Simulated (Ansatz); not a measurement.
# AlHBr (SMILES [AlH][Br]): levels of theory compared

Wanted: a comparison of 6 runs (U-wB97X/STO-3G, UCAM-B3LYP/STO-3G, UPBE0/STO-3G, UBCCD(T)/STO-3G, UCCSDT/STO-3G, UCCSD(T)/STO-3G) of AlHBr. 

The results are computed with Ansatz 0.2.0.

59 further runs of the same task are left out: 10 that didn't finish, 49 set aside as unsound or not needed.

### Step 1. The molecule

The species is AlHBr (3 atoms), meant as a doublet with charge 0. SMILES: `[AlH][Br]`. The Br2–Al1 distance was set to 5.688 Å, away from the relaxed value. At this shape a bond of the SMILES string is far longer than usual.

Bond lengths: Al1–H3 1.602 Å.

### Step 2. A single-point energy at U-wB97X/STO-3G (run 1)

File in.yaml:

```yaml
crystal:
  periodic: [false, false, false]
  atoms:
    - {symbol: Al, position_ang: [-3.118500, -1.582900, -1.904400]}
    - {symbol: Br, position_ang: [1.584500, 0.008600, 0.871100]}
    - {symbol: H, position_ang: [-4.120700, -0.400300, -2.310600]}
basis:
  gaussian: {orbitals: STO-3G}
hamiltonian: {xc: {name: wB97X}}
accuracy: high
total_charge: 0
magnetization: {spin_polarized: true, initial_magnetization: 1}
```

Command:

```bash
$ ansatz run in.yaml --threads 1 --pin off --max-ram 2610MiB --events-out events.jsonl --progress --plain --runs-dir runs
```

Standard output:

```text
Warning: RAYON_NUM_THREADS=1 ignored (pool sized by the plan → 1); use --threads N
Functional definition: wB97X
  name "wB97X"
  parameter omega = 0.3/bohr
  parameter cx = 0.157706
  parameter cx1 = 0.726479
  parameter cx2 = 1.04760
  parameter cx3 = -5.70635
  parameter cx4 = 13.2794
  parameter css1 = -4.33879
  parameter css2 = 18.2308
  parameter css3 = -31.7430
  parameter css4 = 17.2901
  parameter cos1 = 2.37031
  parameter cos2 = -11.3995
  parameter cos3 = 6.58405
  parameter cos4 = -3.78132
  exchange = spin_sum(e_x_unif_sr(omega)*poly(b97_u_x, 1 - cx, cx1, cx2, cx3, cx4)) + cx*exact_x_sr(omega)
      + exact_x_lr(omega)
  correlation = spin_sum(e_c_pw_same_spin*poly(b97_u_same, 1, css1, css2, css3, css4))
      + integral(e_c_pw_opposite_spin*poly(b97_u_opposite, 1, cos1, cos2, cos3, cos4))
332 factors; integrals over basis functions are off by at most 1.4e-8 eV
119 factors; integrals over basis functions are off by at most 1.3e-9 eV
mean field evaluation 1: about -75806.5299 eV, gradient 9.1e0 eV
mean field evaluation 2: about -75630.8773 eV, gradient 2.4e1 eV
mean field evaluation 4: about -75807.0894 eV, gradient 2.5e0 eV
mean field evaluation 8: about -75807.0895 eV, gradient 2.5e0 eV
mean field evaluation 16: about -75811.0316 eV, gradient 6.9e-3 eV
mean field evaluation 32: about -75811.0353 eV, gradient 3.0e-3 eV
mean field -75811.03532954 eV, -2786.0041617953 hartree, gradient 1.1e-8 eV, S^2 0.750000; 5 other end points of the search recorded, 0 dependent functions left out
reference -75811.03532770 eV, -2786.0041617277 hartree; 25, 24 occupied and 3, 4 virtual orbitals, 332 factors
Total energy: -75811.03532770 eV, -2786.0041617277 hartree
```

Wall time 69 s (1 thread of Arm Neoverse V1, shared host); peak memory 0.4 GiB.

### Step 3. The energy at UCAM-B3LYP/STO-3G (run 2)

Edit in.yaml of step 2 so:

```diff
@@ -8,5 +8,4 @@
   gaussian: {orbitals: STO-3G}
-hamiltonian: {xc: {name: wB97X}}
 accuracy: high
-total_charge: 0
+hamiltonian: {xc: {name: CAM-B3LYP}}
 magnetization: {spin_polarized: true, initial_magnetization: 1}
```

Command:

```bash
$ ansatz run in.yaml --threads 1 --pin off --max-ram 2610MiB --events-out events.jsonl --progress --plain --runs-dir runs
```

Standard output, shortened:

```text
Warning: RAYON_NUM_THREADS=1 ignored (pool sized by the plan → 1); use --threads N
Functional definition: CAM-B3LYP
  name "CAM-B3LYP"
[...]
332 factors; integrals over basis functions are off by at most 1.4e-8 eV
127 factors; integrals over basis functions are off by at most 1.1e-9 eV
[...]
mean field -75810.76415342 eV, -2785.9941962565 hartree, gradient 3.8e-8 eV, S^2 0.750027; 5 other end points of the search recorded, 0 dependent functions left out
reference -75810.76416995 eV, -2785.9941968643 hartree; 25, 24 occupied and 3, 4 virtual orbitals, 332 factors
Total energy: -75810.76416995 eV, -2785.9941968643 hartree
```

Wall time 11 s (1 thread of Arm Neoverse V1, shared host); peak memory 0.14 GiB.

Runs 3 to 5 aren't shown in full; the table further down has their settings and results.

### Step 4. A single-point energy at UCCSD(T)/STO-3G (run 6)

File input.yaml:

```yaml
crystal:
  periodic: [false, false, false]
  atoms:
    - symbol: Al
      position_ang: [-3.118500, -1.582900, -1.904400]
    - symbol: Br
      position_ang: [1.584500, 0.008600, 0.871100]
    - symbol: H
      position_ang: [-4.120700, -0.400300, -2.310600]
basis:
  gaussian:
    orbitals: STO-3G
correlation:
  method: ccsd_t
  frozen_orbitals: {Al: 5, Br: 9, H: 0}
accuracy: high
magnetization:
  spin_polarized: true
  initial_magnetization: 1
scf:
  omitted_lower_state_checks: [cluster_reference, increment]
```

Command:

```bash
$ ansatz run input.yaml --threads 1 --pin off --max-ram 2610MiB --events-out events.jsonl --progress --plain --runs-dir runs
```

Standard output:

```text
Warning: RAYON_NUM_THREADS=1 ignored (pool sized by the plan → 1); use --threads N
[... 16 lines left out ...]
14 core orbitals not correlated: weight in the atoms' cores, before any rotation towards them, 1.000 or more for the frozen orbitals, at most 0.000 for the correlated occupied ones
[... 30 lines left out ...]
Total energy: -75761.32932267 eV, -2784.1774997347 hartree
Checks for a lower state left out: cluster_reference, increment
```

Run time: 1.4 s. Hardware: 1 thread of Arm Neoverse V1, shared host.

### Step 5. Overview of the runs

| run | level | frozen core orbitals | energy (Eh) | ⟨S²⟩ | wall time |
| --- | --- | --- | --- | --- | --- |
| 1 | U-wB97X/STO-3G | – | -2786.004162 | 0.750 | 69 s |
| 2 | UCAM-B3LYP/STO-3G | – | -2785.994197 | 0.750 | 11 s |
| 3 | UPBE0/STO-3G | – | -2785.613185 | 0.750 | 7.5 s |
| 4 | UBCCD(T)/STO-3G | 14 | -2784.177501 | 0.750 | 1.5 s |
| 5 | UCCSDT/STO-3G | 14 | -2784.177502 | 0.750 | 3.6 s |
| 6 | UCCSD(T)/STO-3G | 14 | -2784.177500 | 0.750 | 1.4 s |

### Step 6. What came out

| quantity | value |
| --- | --- |
| run 6: total energy | -2784.17750 Eh |
| run 6: correlation energy (14 core orbitals frozen) | -42.6 mEh |
| run 6: (T) correction | -0.02 mEh |
| run 6: ⟨S²⟩ of the reference determinant | 0.750 |
| run 6: T1 diagnostic | 0.004 |

**Reading.** Totals of different functionals can't be ranked against each other. In runs 1, 2, 3, 4, 5, 6 the basis is minimal, so the values are rough. All runs together took 94 s, the longest 69 s.
